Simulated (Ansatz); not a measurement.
# CH₃NOSSi: basis-set convergence

Aim: see how fast density functionals converge with the basis set for CH₃NOSSi.

The runs use Ansatz 0.2.0, Gaussian basis; one geometry, several basis sets.

The runs, in order: PBE0-D4/def2-SVP; ωB97M-V/def2-SVP; PBE0-D4/def2-QZVPP; ωB97M-V/def2-QZVPP; the functionals' def2-TZVPP values are taken from earlier runs.

### 1 Structure used throughout

The geometry comes from an earlier relaxation with PBE0-D4 in a triple-zeta def2 set; it is a stationary point, not always the lowest conformer.

SMILES `N=C1S[SiH]1O`, 8 atoms, charge 0, spin multiplicity 1.

Atoms are counted from 1 here; the program's logs count them from 0.

Bond lengths: N1–C2 1.252 Å, N1–H6 1.020 Å, C2–S3 1.831 Å, C2–Si4 1.825 Å, S3–Si4 2.100 Å, Si4–O5 1.628 Å, Si4–H7 1.472 Å, O5–H8 0.960 Å. Angles: C2–N1–H6 110.6°, N1–C2–S3 127.6°, N1–C2–Si4 162.3°, S3–C2–Si4 70.1°, C2–S3–Si4 54.8°, C2–Si4–S3 55.1°, C2–Si4–O5 124.0°, C2–Si4–H7 122.3°, S3–Si4–O5 121.8°, S3–Si4–H7 120.6°, O5–Si4–H7 106.1°, Si4–O5–H8 117.8°.

### 2 PBE0-D4 in def2-SVP

Contents of in.yaml:

```yaml
crystal:
  periodic: [false, false, false]
  atoms:
    - {symbol: N, position_ang: [0.190863, 1.673758, 1.393294]}
    - {symbol: C, position_ang: [0.219834, 0.565647, 0.811552]}
    - {symbol: S, position_ang: [-0.007878, -1.092762, 1.554459]}
    - {symbol: Si, position_ang: [0.323030, -0.715292, -0.484637]}
    - {symbol: O, position_ang: [-0.831642, -0.972784, -1.603435]}
    - {symbol: H, position_ang: [0.347304, 2.431877, 0.729125]}
    - {symbol: H, position_ang: [1.597601, -1.091483, -1.118195]}
    - {symbol: H, position_ang: [-1.746812, -0.855962, -1.337863]}
basis:
  gaussian: {orbitals: def2-SVP}
hamiltonian: {xc: pbe0, dispersion: d4}
output: {orbitals: {seedname: orbitals}}
```

Started as:

```sh
$ ansatz run in.yaml --threads 2 --pin off --events-out ev --progress --plain --max-ram 4352MiB
```

Further steps of the session: ωB97M-V in def2-SVP; PBE0-D4 in def2-QZVPP; ωB97M-V in def2-QZVPP.

**Question.** What will the summary of the whole plan be? Wanted: PBE0-D4: double and triple zeta above quadruple; ωB97M-V: double and triple zeta above quadruple.

The runs gave:

| quantity | value |
| --- | --- |
| PBE0-D4: double and triple zeta above quadruple | 13.15, 0.86 eV |
| ωB97M-V: double and triple zeta above quadruple | 13.21, 0.81 eV |

In words: PBE0-D4 gains 12.29 eV from double to triple zeta, then 0.86 eV more. These are total energies; as a rule much of such shifts cancels in differences, which this series doesn't test. The LUMO of ωB97M-V is positive and keeps falling with the basis (1.31 to 0.75 eV): an unbound level that the basis holds in place.
